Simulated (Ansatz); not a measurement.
# CsGdS2: the cost of one run

Method: DFT PBEsol+U (U_eff = 1 eV on Gd f), plane waves, PAW, no spin–orbit coupling unless a run says so, in Ansatz 0.2.0.

1 further run of the same task is left out (it didn't finish).

## Step 1: Starting point

It takes space group R-3m (No. 166, trigonal). The conventional cell has a = 4.214 Å, b = 4.214 Å, c = 22.948 Å, α = 90.00°, β = 90.00°, γ = 120.00°. Cs (site symmetry -3m) has 6 S at 3.35 Å as nearest neighbours. Gd (site symmetry -3m) is surrounded by 6 S at 2.87 Å. S (site symmetry 3m) is surrounded by 3 Gd at 2.87 Å and 3 Cs at 3.35 Å.

Structure file:

```xyz
4
Lattice="2.1071 1.2165 7.6494 -2.1071 1.2165 7.6494 0.0000 -2.4330 7.6494" Properties=species:S:1:pos:R:3 pbc="T T T"
Cs    0.0000    0.0000   11.4741
Gd    0.0000    0.0000    0.0000
S     0.0000    0.0000    6.1203
S     0.0000    0.0000   16.8279
```

An earlier series on this cell reached its lowest free state from «ferromagnetic start, free, symmetry kept, no search», perhaps among other starts.

## Step 2: Ferromagnetic start, free, default search

The input, input.yaml:

```yaml
crystal:
  lattice:
    - [2.10705381, 1.21650809, 7.64940939]
    - [-2.10705381, 1.21650809, 7.64940939]
    - [0.0, -2.43301617, 7.64940939]
  atoms:
    - { symbol: Cs, position: [0.5, 0.5, 0.5] }
    - { symbol: Gd, position: [0.0, 0.0, 0.0], spin: 7.0 }
    - { symbol: S, position: [0.2667, 0.2667, 0.2667] }
    - { symbol: S, position: [0.7333, 0.7333, 0.7333] }
basis:
  ecutwfc: 420
  ecutrho_ratio: 4
kpoints:
  mp_grid: { grid: [5, 5, 5] }
hamiltonian:
  xc: pbesol
  hubbard: { sites: [{ site: 1, l: f, u_eff: 1.0 }] }
scf:
  occupations: { method: gaussian, width: 0.05 }
output:
  forces: true
  stress: true
  eigenvalues: true
  populations: true
  hubbard: { sites: [{ site: 1, l: f }] }
magnetization:
  spin_polarized: true
```

Command:

```
> ansatz run input.yaml --threads 4 --pin off --max-ram 6144MiB --backend cpu --events-out ev --progress --plain --runs-dir out
```

Q: Estimate wall time and peak memory on 4 threads of Arm Neoverse V1, shared host.

About 4.2 s, with a peak of 0.6 GiB.
